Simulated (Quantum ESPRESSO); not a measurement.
Crystal: NaTaO2.

```
CELL_PARAMETERS angstrom
1.55718 0.89904 5.65317
-1.55718 0.89904 5.65317
0.00000 -1.79808 5.65317
ATOMIC_POSITIONS crystal
Na 0.50000 0.50000 0.50000
Ta 0.00000 0.00000 0.00000
O 0.26670 0.26670 0.26670
O 0.73330 0.73330 0.73330
```

The cell comes from a database or a generator and needn't be the stable form of this composition.

Base run:

```yaml
Program: Quantum ESPRESSO 7.5
Functional: PW91
Potentials_or_basis: PseudoDojo 0.5 SR PBE standard
Cutoff: 1197 eV
Density_cutoff: 4789 eV
k_mesh: 7 × 7 × 7
Occupations: gaussian, width 0.05 eV
Spin: collinear spin, ferromagnetic start
Starting_moments: "[0.0, 2.0, 0.0, 0.0] μB"
Hubbard_terms: Ta d U = 7 eV
```

Its results: band gap on the k mesh none (metal or under the smearing width); pressure 17.5 GPa; net moment 2.00 μB per cell; site moments Na +0.01; Ta +0.86; O +0.02 μB; largest force 1.915 eV/Å.

**Question.** The run is repeated on the same cell with these changes: functional from PW91 to PBEsol. What comes out?

**Answer.** Band gap on the k mesh none (metal or under the smearing width); pressure 12.3 GPa; net moment 2.00 μB per cell; site moments Na +0.01; Ta +0.85; O +0.02 μB; largest force 1.659 eV/Å.

PBEsol binds more tightly than PW91, so the same cell stands under less pressure.

Caveats: the potentials were made for another functional, which shifts forces and pressure.
